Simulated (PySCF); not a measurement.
# C3H8GaN: the cost of one run

The runs use PySCF 2.14.0, with density-fitted response routines of our own; the level of theory stands in each step. All values are computed, except where a source is named. Atoms are numbered from 0 throughout.

### Step 1. The starting structure

13 atoms, charge 0, multiplicity 1; geometry from: UFF. The atoms were then displaced at random by about 0.03 Å, so the start is not that level's minimum.

Bonds of the start (Å): C0–C1 1.59, C1–C2 1.51, C2–N3 1.01, N3–Ga4 1.97, C0–H5 1.03, C0–H6 1.06, C0–H7 1.19, C1–H8 1.16, C1–H9 1.14, Ga4–H10 1.66, Ga4–H11 1.57, Ga4–H12 1.63.

### Step 2. Geometry optimisation at PBE0-D3(BJ)/def2-SVP

What the job is given:

```
{"job": {"xc": "PBE0", "basis": "def2-SVP", "d3": "d3bj", "grid": 1, "shake": 0.03, "kind": "geom"}, "charge": 0, "multiplicity": 1}
C      2.288570    -0.725300     0.013490
C      1.302200    -0.018730     1.034600
C     -0.095160     0.160270     0.478510
N     -1.002850     0.309780     0.070030
Ga    -2.834630     0.501350    -0.637180
H      3.234950    -0.756820     0.416740
H      1.867840    -1.655840    -0.284570
H      2.340000     0.008780    -0.919630
H      1.719820     1.003980     1.385780
H      1.264300    -0.656020     1.974780
H     -3.740650     1.360130     0.463310
H     -3.480890    -0.921180    -0.814350
H     -2.832890     1.337470    -2.037890
```

On the command line:

```
> OMP_NUM_THREADS=1 python probes_run.py task.json out
```

This one command runs all jobs of the session in turn.

Q: Estimate the wall time and peak memory of this first job on 1 thread of Arm Neoverse V1, shared host.

About 52 s, with a peak of 0.53 GiB.
